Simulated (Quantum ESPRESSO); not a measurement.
# MoSe in Quantum ESPRESSO: the effect of dispersion

The system is MoSe.

```xyz
2
Lattice="0.0000 2.8929 2.8929 2.8929 0.0000 2.8929 2.8929 2.8929 0.0000" Properties=species:S:1:pos:R:3 pbc="T T T"
Mo    0.0000    0.0000    0.0000
Se    2.8929    2.8929    2.8929
```

The cell was built by a generator and needn't be a form met in nature.

Alike in all runs:

```yaml
Program: Quantum ESPRESSO 7.5
Task: phonons
Potentials_or_basis: GBRV 1.5 PBE
Cutoff: 612 eV
Density_cutoff: 4898 eV
k_mesh: 6 × 6 × 6, shifted
Occupations: fermi-dirac, width 0.05 eV
Spin: no spin polarisation
```

Each run relaxes the cell or the atoms first.

```tsv
dispersion	functional	relaxed volume (Å³/atom)	highest phonon frequency (cm⁻¹)
none	PBE	?	?
D2	PBE	17.09	84
D3(BJ) two-body	PBE	17.15	87
rVV10	rPW86PBE	18.50	5
rev-vdW-DF2	rev-vdW-DF2	17.59	69
```

Task: What does the run with dispersion none give?

Result: Relaxed volume 17.77 Å³/atom; highest phonon frequency 33 cm⁻¹.

Caveats: the mesh is thin for the phonons of a metal; the volume moved by over 15 % at a fixed basis, so the end points are rough; pairwise dispersion overbinds metals, which lowers pressure and volume (some runs); the potentials were made for another functional, which shifts forces and pressure (some runs); some modes are imaginary (some runs).
